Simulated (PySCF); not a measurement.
# The bond of SiBi+, level by level

One job finds the state of SiBi+, follows it along the bond with each method and fits the curves.

Method: Si def2-SVPD, Bi def2-SVPD with ECP60, scalar-relativistic core potentials; program: PySCF 2.14.0.

## 1. The job

A driver script around PySCF takes these settings:

* atoms: Si, Bi
* charge: 1
* basis: Si def2-SVPD, Bi def2-SVPD with ECP60
* Hamiltonian: scalar-relativistic core potentials
* basis functions: 56
* electrons treated: 36
* masses in u: 27.9769, 208.9804
* levels: PBE0, PBE, r²SCAN, LDA, MN15, B3LYP, HF, MP2, SCS-MP2, CCSD, CCSD(T)
* grid: 80 radial by 434 angular points
* occupations: held fixed by the projection of orbital angular momentum
* dissociation limit: Si + Bi+, each in its ground configuration
* starting distance in angstrom: 2.675
* values of 2S to try: 0, 2, 4

Started as:

```console
$ OMP_NUM_THREADS=1 python dia.py task.json out
```

After this run come: The PBE0 curve of the state that the search chose; Excited determinants; PBE; r²SCAN (meta-GGA); LDA (local density); MN15 (hybrid meta-GGA); B3LYP; UHF (mean field); Correlated methods on the Hartree–Fock reference.

What does the calculation give? Wanted: for each run, Re; ωe; De; μ.

**Answer**, as computed:

Lowest PBE0 solution found, without spin–orbit coupling: ³Σ⁻ (triplet), unpaired electrons π ↑↑. State 2 has its PBE0 minimum 0.24 eV higher, as a spin-mixed determinant (⟨S²⟩ = 1.00), so this is no gap between pure states. The other levels ran on the lowest alone.

| level | Re (Å) | ωe (cm⁻¹) | De (eV) | μ (D) |
| --- | --- | --- | --- | --- |
| UHF | 2.616 | 304 | 1.81 | -4.60 |
| UHF-MP2 | 2.603 | 354 | 2.88 | n/a |
| UHF-SCS-MP2 | 2.615 | 339 | 2.72 | n/a |
| UHF-CCSD | 2.641 | 306 | 2.80 | n/a |
| UHF-CCSD(T) | 2.651 | 303 | 2.95 | n/a |
| LDA | 2.625 | 316 | 4.40 | -3.63 |
| PBE | 2.653 | 306 | 3.77 | -3.49 |
| r²SCAN | 2.630 | 317 | 3.50 | -3.52 |
| B3LYP | 2.644 | 311 | 3.51 | -3.78 |
| PBE0 | 2.613 | 326 | 3.45 | -3.58 |
| MN15 | 2.591 | 328 | 3.56 | -3.85 |

De is counted to Si + Bi+ in their ground configurations. A positive dipole points from Si to Bi; in an ion it is taken about the centre of mass and does not tell which atom is negative.

**Reading.** The methods spread over 0.062 Å in bond length, from MN15 to PBE. Among the levels with a De in the table, it runs from 1.81 eV (UHF) to 4.40 eV (LDA).

Correlated steps freeze 9 core orbitals. Spin–orbit coupling is left out, which matters for elements this heavy, above all for dissociation energies. T1 is 0.027 near the minimum (highest on the curve 0.058), which may point to more than one leading configuration. With spin–orbit coupling the term label itself may not hold.
